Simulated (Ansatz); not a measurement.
This script for Ansatz 0.2.0 through its Python package starts 4 runs on Ba, space group Fm-3m. What input does the engine get in each?

The script, `zeeman_ba.py`:
```python
"""Response of the spins of Ba to a Zeeman field."""

import ansatz as az
import numpy as np

SETTINGS = {
    "xc": "LDA",
    "mesh": (7, 7, 7),
    "smearing": "fermi_dirac",
}


def main() -> None:
    structure = (
        az.Lattice.fcc(6.46533)
        .space_group(225)
        .atom("Ba", (0.0, 0.0, 0.0))
        .primitive()
    )

    job = structure.calculation()
    job = job.functional(SETTINGS["xc"])
    job = job.kpoints(*SETTINGS["mesh"], center="gamma")
    job = job.occupations(SETTINGS["smearing"], width=150 * az.meV)
    job = job.spin("collinear")
    # the field acts on the spins alone; such large fields lift the response over the noise
    rows = []
    for tesla in [0, 100, 200, 400]:
        data = (job.magnetic_field(tesla) if tesla else job).run().report
        rows.append((tesla, data["magnetization_mub"], data["free_energy_ev"], data["components"].get("e_zeeman", 0.0)))
    lines = [",".join(["B (T)", "moment muB", "F eV", "Zeeman term eV"])] + [",".join(f"{v:.4f}" if isinstance(v, float) else str(v) for v in row) for row in rows]
    print("\n".join(lines))
    with open("zeeman.csv", "w") as handle:
        handle.write("\n".join(lines) + "\n")
    slope = np.polyfit([row[0] for row in rows], [row[1] for row in rows], 1)[0]
    print(f"dM/dB = {1000 * slope:.4f} muB per 1000 T per cell")


if __name__ == "__main__":
    main()
```

Run 1:
```yaml
crystal:
  lattice:
    bravais: fcc
    a: 6.46533
  space_group: 225
  atoms:
    - { symbol: Ba, position: [0.0, 0.0, 0.0] }
  reduce_to_primitive: true
kpoints:
  mp_grid:
    grid: [7, 7, 7]
    shift: [0.0, 0.0, 0.0]
hamiltonian:
  xc: lda
magnetization:
  spin_polarized: true
scf:
  occupations:
    method: fermi_dirac
    width: 0.15
```

Run 2, against run 1:
```diff
+  magnetic_field: 100.0
```

Run 3, against run 1:
```diff
+  magnetic_field: 200.0
```

Run 4, against run 1:
```diff
+  magnetic_field: 400.0
```

```console
$ python zeeman_ba.py
DeckWarning: basis.ecutwfc = 420 eV, auto-derived from the records' recommended cutoffs: set by Ba (normal level)
RunWarning: this spin-polarised run has no starting moment large enough to seed its density, so its SCF can try parallel moments of its own, which can die out, and starts no order whose moments [...]
B (T),moment muB,F eV,Zeeman term eV
0,0.0000,-5779.5526,0.0000
100,0.0199,-5779.5527,-0.0001
200,0.0397,-5779.5529,-0.0005
400,0.0796,-5779.5536,-0.0018
dM/dB = 0.1991 muB per 1000 T per cell
```
(Warnings from the package without file and line, shortened.)

Total energies depend on the potentials; only differences at equal settings carry meaning. A total without «per atom» is that of the cell as typed. The mesh is modest for a metal, so energies can be off by several to tens of meV an atom and pressures by half a GPa or more; differences at equal mesh fare better. The smearing is wide enough that free energy and stress hold a thermal part of the electrons. This isn't the structure that Ba takes at ambient conditions. Orbital magnetism is left out. The response of a metal hangs strongly on mesh and smearing, and a straight-line fit holds only where the moment is linear in the field. Finished in 19 s on 1 thread of Arm Neoverse N1, with other jobs on the host, peak memory 0.35 GiB.

(Lines on the test bed's own set-up are left out of the output.)
